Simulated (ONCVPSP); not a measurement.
**N: generating and testing an ONCV potential**

Aim: build the potential from the settings below, then test how well it stands in for the atom: other configurations, scattering, ghost states and the plane-wave cutoff that it needs.

The numbers are computed with ONCVPSP 4.0.1 (LDA (Perdew-Wang 92), scalar-relativistic, spin-unpolarised reference atom).

## 1. Settings

The settings as typed:

```
element                 : nitrogen (N, Z = 7)
type                    : optimised norm-conserving Vanderbilt (ONCV)
frozen core             : [He]
valence charge          : 5
reference configuration : 2s2 2p3
partial waves           : 2s: rc 1.10 bohr, ncon 4, nbas 8, qcut 5 1/bohr, local; 2p: rc 1.74 bohr, ncon 4, nbas 8, qcut 7.1 1/bohr, 2 projectors, debl 3.3 Ha; d scattering state at 0.05 Ha: rc 2.00 bohr, ncon 4, nbas 7, qcut 4.1 1/bohr, 1 projector
local potential         : the s channel
core correction         : Teter function fitted to the true core (icmod 2), fcfact 0.45
```

An earlier all-electron run gives the scale for the radii.

All-electron outer shells of the reference configuration (LDA (PZ), scalar-relativistic, ld1.x):

| shell | level (eV) | outermost node (bohr) | outermost maximum (bohr) |
| --- | --- | --- | --- |
| 1s | -381.53 | – | 0.15 |
| 2s | -18.42 | 0.32 | 1.02 |
| 2p | -7.24 | – | 0.97 |

## 2. The generation run

N.dat

```
# ATOM AND REFERENCE CONFIGURATION
# atsym  z   nc   nv     iexc    psfile
  N 7.00    1    2  -001012      upf
#
#   n    l    f
    1    0    2.00
    2    0    2.00
    2    1    3.00
#
# PSEUDOPOTENTIAL AND OPTIMIZATION
# lmax
    2
#
#   l,   rc,      ep,       ncon, nbas, qcut
    0    1.10    0.00    4    8    5.00
    1    1.74    0.00    4    8    7.10
    2    2.00    0.05    4    7    4.10
#
# LOCAL POTENTIAL
# lloc, lpopt,  rc(5),   dvloc0
    0    5    1.10    0.00
#
# VANDERBILT-KLEINMAN-BYLANDER PROJECTORs
# l, nproj, debl
    0    0    1.60
    1    2    3.30
    2    1    3.50
#
# MODEL CORE CHARGE
# icmod, fcfact, rcfact
    2    0.45    0.85
#
# LOG DERIVATIVE ANALYSIS
# epsh1, epsh2, depsh
   -2.00    5.00    0.02
#
# OUTPUT GRID
# rlmax, drl
    6.00    0.01
#
# TEST CONFIGURATIONS
# ncnf
    4
# nvcnf
#   n    l    f
    2
    2    0    2.00
    2    1    2.00
#
    2
    2    0    2.00
    2    1    1.00
#
    2
    2    0    2.00
    2    1    0.00
#
    2
    2    0    2.00
    2    1    2.50
#
```

Launch:

```console
$ oncvpsp.x < N.dat > N.out
```

**Question.** What will these runs give? Wanted: cutoffs for 1 and 0.1 mHa per electron, occupied waves; bound ghosts; GHOST(+) flags; largest test error; largest phase difference near zero energy, channels read; rms error of d²Exc/dn², without and with the model core.

The runs gave:

| quantity | value |
| --- | --- |
| cutoffs for 1 and 0.1 mHa per electron, occupied waves | 100 Ha and 142 Ha |
| bound ghosts | none found |
| GHOST(+) flags | none at low energy |
| largest test error (AE − PS) | +1328 meV, for 2s2 2p0 |
| largest phase difference near zero energy, channels read | 0.005 rad |
| rms error of d²Exc/dn², without and with the model core | 2.66 and 1.32 mHa |

By total energies transferability is poor: the largest error is 1328 meV on 89.9 eV, for 2s2 2p0. That test lies far up in energy; among those under 40 eV, nearer to bonding, the largest error is 42 meV. By its cutoff, 100 Ha for the looser tolerance, it is very hard. At the looser tolerance the 2s wave is the slowest; 2p needs 19 Ha. It is free of bound ghosts as far as tested. Near zero energy the phases of the channels with partial waves agree within 0.005 rad. All of this concerns the isolated atom, not yet a solid.
